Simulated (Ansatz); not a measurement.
**CH₄GeO₂: one species, many methods**

Aim: compute CH₄GeO₂ with functionals from several rungs and with coupled cluster, and see how far each lands from CCSD(T) at the basis-set limit for the atomisation energy.

Method: functionals in def2-TZVPP, the program's frozen cores in correlated methods; program: Ansatz 0.2.0, Gaussian basis.

Levels to be run: LDA (SPW92), PBE-D4, revPBE-D4, BLYP-D4, r2SCAN-D4, B97M-V, PBE0-D4, B3LYP-D4, r2SCANh-D4, r2SCAN0-D4, HSE06-D4, BHLYP-D4, CAM-B3LYP-D4, LC-ωPBE, ωB97X-V, ωB97M-V, B2PLYP, PBE-QIDH; CCSD(T)/def2-SVP; CCSD(T)/def2-TZVPP; MP2/def2-QZVPP; extrapolation to the limit; RPA on PBE.

## 1. Structure used throughout

All runs share one geometry, relaxed beforehand with PBE0-D4 in a triple-zeta def2 set.

SMILES `C1[O][GeH2][O]1`, 8 atoms, charge 0, spin multiplicity 1.

Atoms are counted from 1 here; the program's logs count them from 0.

Bond lengths: C1–O2 1.424 Å, C1–O4 1.425 Å, C1–H5 1.097 Å, C1–H6 1.097 Å, O2–Ge3 1.797 Å, Ge3–O4 1.797 Å, Ge3–H7 1.538 Å, Ge3–H8 1.538 Å. Angles: O2–C1–O4 104.1°, O2–C1–H5 110.6°, O2–C1–H6 110.6°, O4–C1–H5 110.6°, O4–C1–H6 110.6°, H5–C1–H6 110.3°, C1–O2–Ge3 89.3°, O2–Ge3–O4 77.4°, O2–Ge3–H7 115.5°, O2–Ge3–H8 115.5°, O4–Ge3–H7 115.5°, O4–Ge3–H8 115.6°, H7–Ge3–H8 112.9°, C1–O4–Ge3 89.3°.

## 2. LDA

This LDA is Slater exchange with PW92 correlation.

Input file in.yaml:

```yaml
crystal:
  periodic: [false, false, false]
  atoms:
    - {symbol: C, position_ang: [-0.418832, 1.010480, -0.240663]}
    - {symbol: O, position_ang: [0.180785, 0.570363, 0.974129]}
    - {symbol: Ge, position_ang: [0.449612, -1.043208, 0.230898]}
    - {symbol: O, position_ang: [-0.350362, -0.128929, -1.092879]}
    - {symbol: H, position_ang: [0.146576, 1.847269, -0.669121]}
    - {symbol: H, position_ang: [-1.462304, 1.303991, -0.071883]}
    - {symbol: H, position_ang: [1.918888, -1.421679, -0.018471]}
    - {symbol: H, position_ang: [-0.372261, -2.195289, 0.832088]}
basis:
  gaussian: {orbitals: def2-TZVPP}
hamiltonian: {xc: lda}
output: {orbitals: {seedname: orbitals}}
```

On the command line:

```console
ansatz run in.yaml --threads 2 --pin off --events-out ev --progress --plain --max-ram 4352MiB
```

The runs that follow: PBE-D4 (GGA); revPBE-D4 (GGA); BLYP-D4 (GGA); r2SCAN-D4 (meta-GGA); B97M-V (meta-GGA); PBE0-D4 (hybrid); B3LYP-D4 (hybrid); r2SCANh-D4 (hybrid); r2SCAN0-D4 (hybrid); HSE06-D4 (hybrid); BHLYP-D4 (hybrid); CAM-B3LYP-D4 (range-separated); LC-ωPBE (range-separated); ωB97X-V (range-separated); ωB97M-V (range-separated); B2PLYP (double hybrid); PBE-QIDH (double hybrid); CCSD(T) in def2-SVP; CCSD(T) in def2-TZVPP; MP2 in def2-QZVPP; RPA on PBE orbitals.

**Question.** What will the summary of the whole plan be? Wanted: atomisation energy, CCSD(T)/CBS; farthest beyond LDA; mean size of error, GGA; mean size of error, meta-GGA; mean size of error, hybrid; mean size of error, range-separated; mean size of error, double hybrid; gap, smallest and largest; T1 diagnostic.

As calculated:

| quantity | value |
| --- | --- |
| atomisation energy, CCSD(T)/CBS | 2842.6 kJ/mol |
| functionals within 28.4 kJ/mol (1.0 %) | BLYP-D4, r2SCAN-D4, B97M-V, HSE06-D4, CAM-B3LYP-D4, LC-ωPBE, ωB97X-V, ωB97M-V |
| farthest beyond LDA | BHLYP-D4 (-155.0 kJ/mol) |
| mean size of error, GGA | 39.0 kJ/mol |
| mean size of error, meta-GGA | 2.6 kJ/mol |
| mean size of error, hybrid | 61.1 kJ/mol |
| mean size of error, range-separated | 12.7 kJ/mol |
| mean size of error, double hybrid | 44.8 kJ/mol |
| gap, smallest and largest | 4.02 eV (LDA (SPW92)), 11.66 eV (LC-ωPBE) |
| T1 diagnostic | 0.0125 |
| triples share of the correlation energy | 3.8 % |

**Reading.** LDA overbinds by 485.2 kJ/mol (17 %). PBE-D4 misses by +49.4 kJ/mol. Double hybrids carry the basis error of their MP2 part in triple zeta, and no dispersion term here, so their miss is partly the set-up's. The rungs meta-GGA, range-separated miss on average by less than the doubt on the reference (28.4 kJ/mol), so they tie. The reference freezes the cores and leaves out relativity and excitations past (T), and its outer-core shells are covered unevenly, so misses under about 28.4 kJ/mol can't be ranked. Hartree-Fock recovers 67 % of the binding; the rest is correlation. CCSD(T) in def2-SVP is off by -203.8 kJ/mol, so the small basis spoils what the method gains. The gap grows from 4.0 to 11.7 eV across the functionals, mostly with the share of exact exchange. Correlated methods include outer-core shells of Ge, which these sets cover unevenly.
